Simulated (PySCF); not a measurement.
# One shape, several levels: CH6GeSe (SMILES [CH3][GeH2][SeH])

Aim: a comparison of 5 runs (HF/STO-3G, HF/3-21G, B2PLYP/6-31G**, PBE0/def2-SVP, B2PLYP/cc-pVTZ) of CH6GeSe. 

The calculation is run with PySCF 2.14.0.

## (1) Starting point

CH6GeSe: 9 atoms, total charge 0, spin state singlet. As SMILES, `[CH3][GeH2][SeH]`. The coordinates come from a PBE0-D4/def2-TZVP relaxation. This is one conformer, not always the lowest.

Bond lengths: C1–Ge2 1.949 Å, Ge2–Se3 2.363 Å, C1–H4 1.090 Å, C1–H5 1.090 Å, C1–H6 1.092 Å, Ge2–H7 1.538 Å, Ge2–H8 1.540 Å, Se3–H9 1.469 Å. Some angles: C1–Ge2–Se3 110.8°, C1–Ge2–H7 111.8°, C1–Ge2–H8 111.0°, Se3–Ge2–H7 103.9°, Se3–Ge2–H8 109.3°, Ge2–C1–H4 110.1°, Ge2–C1–H5 109.8°, Ge2–C1–H6 110.1°, Ge2–Se3–H9 92.9°, H7–Ge2–H8 109.8°.

## (2) Energy and forces at HF/STO-3G (run 1)

The input, run.py:

```python
import pyscf.grad
from pyscf import gto

mol = gto.M(
    atom='''
C     -0.889600     0.553700    -0.701200
Ge     0.725100    -0.410300    -0.190600
Se     1.291400     0.035400     2.060200
H     -1.730800     0.224800    -0.090200
H     -0.743100     1.623400    -0.551700
H     -1.122300     0.366000    -1.751100
H      1.951900     0.071700    -0.982700
H      0.545300    -1.927600    -0.379300
H      0.060500    -0.583200     2.569500
''',
    spin=0,
    max_memory=1860,
    verbose=3,
    charge=0,
    basis='sto-3g',
)

calc0 = mol.RHF()
calc0.conv_tol = 1e-10
calc0.kernel()
if not calc0.converged:
    calc0 = calc0.newton().run(calc0.mo_coeff, calc0.mo_occ)

e_final = calc0.e_tot
print('E = %.10f Eh' % e_final)
grad = calc0.Gradients().kernel()
calc0.analyze()
```

Launch:

```console
$ OMP_NUM_THREADS=1 python run.py
```

Standard output:

```text
converged SCF energy = -4466.26096210919
E = -4466.2609621092 Eh
--------------- RHF gradients ---------------
         x                y                z
0 C    -0.0145452847     0.0096848679    -0.0050078690
1 Ge    -0.0228277547     0.0135958545     0.0162665234
2 Se     0.0221024489     0.0120901159     0.0067928094
3 H    -0.0036067238    -0.0045072733     0.0061045791
4 H     0.0044323771     0.0065592440     0.0027775094
5 H     0.0004341121    -0.0034947448    -0.0081120581
6 H     0.0331395815     0.0126893333    -0.0169662414
7 H    -0.0035664999    -0.0385469719    -0.0046683304
8 H    -0.0155622566    -0.0080704255     0.0028130775
----------------------------------------------
**** MO energy ****
MO #1   energy= -455.565204307151  occ= 2
MO #2   energy= -400.570944110523  occ= 2
MO #3   energy= -58.7306142271371  occ= 2
MO #4   energy= -53.4452331429498  occ= 2
MO #5   energy= -53.4445206192274  occ= 2
MO #6   energy= -53.4429864264193  occ= 2
MO #7   energy= -50.4140546174921  occ= 2
MO #8   energy= -45.4781143059995  occ= 2
MO #9   energy= -45.477552459746   occ= 2
MO #10  energy= -45.4774235900893  occ= 2
MO #11  energy= -11.0123131074482  occ= 2
MO #12  energy= -8.19717764932852  occ= 2
MO #13  energy= -6.49948168785606  occ= 2
MO #14  energy= -6.03814304442931  occ= 2
MO #15  energy= -6.03399791563729  occ= 2
MO #16  energy= -6.02453138329824  occ= 2
MO #17  energy= -4.54230628462388  occ= 2
MO #18  energy= -4.54005513323082  occ= 2
MO #19  energy= -4.53970548910623  occ= 2
MO #20  energy= -1.65715082197636  occ= 2
MO #21  energy= -1.65625837673382  occ= 2
MO #22  energy= -1.64667654323701  occ= 2
MO #23  energy= -1.64258224593928  occ= 2
MO #24  energy= -1.64070215210876  occ= 2
MO #25  energy= -0.911365212213288 occ= 2
MO #26  energy= -0.804741173854753 occ= 2
MO #27  energy= -0.682791842342755 occ= 2
MO #28  energy= -0.6810583978373   occ= 2
MO #29  energy= -0.678957774481241 occ= 2
MO #30  energy= -0.6786704780148   occ= 2
MO #31  energy= -0.674755495789911 occ= 2
MO #32  energy= -0.623511345047116 occ= 2
MO #33  energy= -0.535595767574733 occ= 2
MO #34  energy= -0.530431078181331 occ= 2
MO #35  energy= -0.444805995119873 occ= 2
MO #36  energy= -0.409849464159005 occ= 2
MO #37  energy= -0.399305015767657 occ= 2
MO #38  energy= -0.319488304076964 occ= 2
MO #39  energy= -0.255823457087256 occ= 2
MO #40  energy= 0.326425115532063  occ= 0
MO #41  energy= 0.434735962512915  occ= 0
MO #42  energy= 0.471540553787275  occ= 0
MO #43  energy= 0.505504015580665  occ= 0
MO #44  energy= 0.51500046520663   occ= 0
MO #45  energy= 0.716424479184142  occ= 0
MO #46  energy= 0.724367531154184  occ= 0
MO #47  energy= 0.739596299418771  occ= 0
 ** Mulliken atomic charges  **
charge of    0C =     -0.23498
charge of    1Ge =      0.49004
charge of    2Se =     -0.11300
charge of    3H =      0.03489
charge of    4H =      0.03892
charge of    5H =      0.03686
charge of    6H =     -0.10850
charge of    7H =     -0.11085
charge of    8H =     -0.03339
Dipole moment(X, Y, Z, Debye): -1.45641, -0.68561, -1.47000
```

Wall time 4.8 s (1 thread of Intel Xeon at 2.70GHz, shared host); peak memory 0.12 GiB.

## (3) Energy and gradient at HF/3-21G (run 2)

The input, calc.py:

```python
from pyscf import gto

system = gto.M(
    atom=[
    ('C', (-0.889600, 0.553700, -0.701200)),
    ('Ge', (0.725100, -0.410300, -0.190600)),
    ('Se', (1.291400, 0.035400, 2.060200)),
    ('H', (-1.730800, 0.224800, -0.090200)),
    ('H', (-0.743100, 1.623400, -0.551700)),
    ('H', (-1.122300, 0.366000, -1.751100)),
    ('H', (1.951900, 0.071700, -0.982700)),
    ('H', (0.545300, -1.927600, -0.379300)),
    ('H', (0.060500, -0.583200, 2.569500)),
],
    basis='3-21g',
    verbose=3,
    max_memory=1860,
)

calc0 = system.RHF()
calc0.conv_tol = 1e-10
calc0.kernel()
if not calc0.converged:
    calc0 = calc0.newton().run(calc0.mo_coeff, calc0.mo_occ)

e_final = calc0.e_tot
print('E = %.10f Eh' % e_final)
grad = calc0.nuc_grad_method().kernel()
calc0.analyze()
```

Launch:

```console
$ OMP_NUM_THREADS=1 python calc.py
```

Standard output:

```text
converged SCF energy = -4494.96596553402
[... 10 lines left out ...]
MO #1   energy= -457.931237917907  occ= 2
[... 7 lines left out ...]
MO #9   energy= -45.9571008306304  occ= 2
[... 7 lines left out ...]
MO #17  energy= -5.12430871372769  occ= 2
[... 7 lines left out ...]
MO #25  energy= -1.57252515589935  occ= 2
[... 7 lines left out ...]
MO #33  energy= -0.57858757849782  occ= 2
[... 7 lines left out ...]
MO #41  energy= 0.168354804248459  occ= 0
[... 7 lines left out ...]
MO #49  energy= 0.434884502935527  occ= 0
[... 7 lines left out ...]
MO #57  energy= 1.02784616899834   occ= 0
[... 7 lines left out ...]
MO #65  energy= 1.96623632024397   occ= 0
[... 10 lines left out ...]
Dipole moment(X, Y, Z, Debye): -1.67987, -0.31459, -1.73261
```

Wall time 5.4 s (1 thread of Intel Xeon at 2.70GHz, shared host); peak memory 0.14 GiB.

## (4) A single-point energy at B2PLYP/6-31G(d,p) (spherical functions) (run 3)

The input, start.xyz:

```xyz
9
CH6GeSe
C     -0.889600     0.553700    -0.701200
Ge     0.725100    -0.410300    -0.190600
Se     1.291400     0.035400     2.060200
H     -1.730800     0.224800    -0.090200
H     -0.743100     1.623400    -0.551700
H     -1.122300     0.366000    -1.751100
H      1.951900     0.071700    -0.982700
H      0.545300    -1.927600    -0.379300
H      0.060500    -0.583200     2.569500
```

The input, calc.py:

```python
from pyscf import gto, dft, mp

system = gto.M(
    atom='start.xyz',
    max_memory=1860,
    spin=0,
    verbose=3,
    charge=0,
    basis='6-31g**',
)

mf = dft.RKS(system, xc='0.53*HF + 0.47*B88, 0.73*LYP')
mf.conv_tol = 1e-10
mf.grids.level = 5
mf.kernel()
if not mf.converged:
    mf = mf.newton().run(mf.mo_coeff, mf.mo_occ)

pt = mp.MP2(mf, frozen=19).run()
e_final = mf.e_tot + 0.27 * pt.e_corr
print('PT2 part  %.8f' % (0.27 * pt.e_corr))
print('E(%s) = %.9f' % ('B2PLYP', e_final))
mf.analyze()
```

Launch:

```console
$ OMP_NUM_THREADS=1 python calc.py
```

Standard output:

```text
converged SCF energy = -4518.68649701691
[... 8 lines left out ...]
MO #4   energy= -53.0148320141511  occ= 2
[... 12 lines left out ...]
MO #17  energy= -4.74116152719375  occ= 2
[... 12 lines left out ...]
MO #30  energy= -0.81568726561871  occ= 2
[... 12 lines left out ...]
MO #43  energy= 0.138273839697296  occ= 0
[... 12 lines left out ...]
MO #56  energy= 0.469250343237265  occ= 0
[... 12 lines left out ...]
MO #69  energy= 0.977514691575486  occ= 0
[... 12 lines left out ...]
MO #82  energy= 2.20660479131984   occ= 0
[... 12 lines left out ...]
MO #95  energy= 2.95759992886153   occ= 0
[... 12 lines left out ...]
MO #108 energy= 4.6903882794844    occ= 0
[... 10 lines left out ...]
Dipole moment(X, Y, Z, Debye): -1.53649, -0.17329, -1.43306
```

Run time: 30 s. Hardware: 1 thread of Intel Xeon at 2.70GHz, shared host; peak memory 0.6 GiB.

Run 4 isn't shown in full; the table further down has it.

## (5) The energy at B2PLYP/cc-pVTZ (run 5)

The input, job.py:

```python
from pyscf import gto, dft, mp

system = gto.M(
    atom=[
    ('C', (-0.889600, 0.553700, -0.701200)),
    ('Ge', (0.725100, -0.410300, -0.190600)),
    ('Se', (1.291400, 0.035400, 2.060200)),
    ('H', (-1.730800, 0.224800, -0.090200)),
    ('H', (-0.743100, 1.623400, -0.551700)),
    ('H', (-1.122300, 0.366000, -1.751100)),
    ('H', (1.951900, 0.071700, -0.982700)),
    ('H', (0.545300, -1.927600, -0.379300)),
    ('H', (0.060500, -0.583200, 2.569500)),
],
    max_memory=1860,
    charge=0,
    verbose=3,
    basis='cc-pvtz',
    spin=0,
)

ks = dft.RKS(system)
ks.xc = '0.53*HF + 0.47*B88, 0.73*LYP'
ks.grids.level = 5
ks.conv_tol = 1e-10
ks.kernel()
if not ks.converged:
    ks = ks.newton().run(ks.mo_coeff, ks.mo_occ)

pt = mp.MP2(ks, frozen=19).run()
etot = ks.e_tot + 0.27 * pt.e_corr
print('PT2 part  %.8f' % (0.27 * pt.e_corr))
print('E = %.10f Eh' % etot)
dip = ks.dip_moment()
pop, q = ks.mulliken_pop()
```

Launch:

```console
$ OMP_NUM_THREADS=1 python job.py
```

Standard output:

```text
converged SCF energy = -4519.37211623442

[... 4 lines left out ...]
Dipole moment(X, Y, Z, Debye): -1.37010, -0.08584, -1.25894
[... 210 lines left out ...]
charge of    8H =      0.04119
```

Wall time 2.6 min (1 thread of Intel Xeon at 2.70GHz, shared host); peak memory 3.1 GiB.

## (6) The series

| run | level | task | frozen core orbitals | energy (Eh) | dipole moment (D) | HOMO energy (eV) | LUMO energy (eV) | wall time |
| --- | --- | --- | --- | --- | --- | --- | --- | --- |
| 1 | HF/STO-3G | gradient | – | -4466.260962 | 2.18 | -6.96 | 8.88 | 4.8 s |
| 2 | HF/3-21G | gradient | – | -4494.965966 | 2.43 | -9.29 | 3.62 | 5.4 s |
| 3 | B2PLYP/6-31G** (spherical functions) | energy | 19 | -4518.902971 | 2.11 | -7.57 | 1.34 | 30 s |
| 4 | PBE0/def2-SVP | gradient | – | -4519.115232 | 1.85 | -6.66 | 0.34 | 45 s |
| 5 | B2PLYP/cc-pVTZ | energy | 19 | -4519.573689 | 1.86 | -7.72 | 1.18 | 2.6 min |

## (7) Summary of results

| quantity | value |
| --- | --- |
| run 5: total energy | -4519.57369 Eh |
| run 5: dipole moment (SCF part) | 1.86 D |
| run 5: HOMO energy (SCF part's orbitals) | -7.72 eV |
| run 5: LUMO energy (SCF part's orbitals) | 1.18 eV |
| run 5: HOMO–LUMO gap (SCF part's orbitals) | 8.89 eV |

**Reading.** The dipole moment (its size) runs from 1.85 D (PBE0/def2-SVP) to 2.43 D (HF/3-21G). The two ends differ in method and basis. The HOMO–LUMO gap runs from 7.01 eV (PBE0/def2-SVP) to 15.84 eV (HF/STO-3G). Totals of different functionals can't be ranked against each other. In run 1 the basis is minimal, so the values are rough. All runs together took 4 min, the longest 2.6 min.
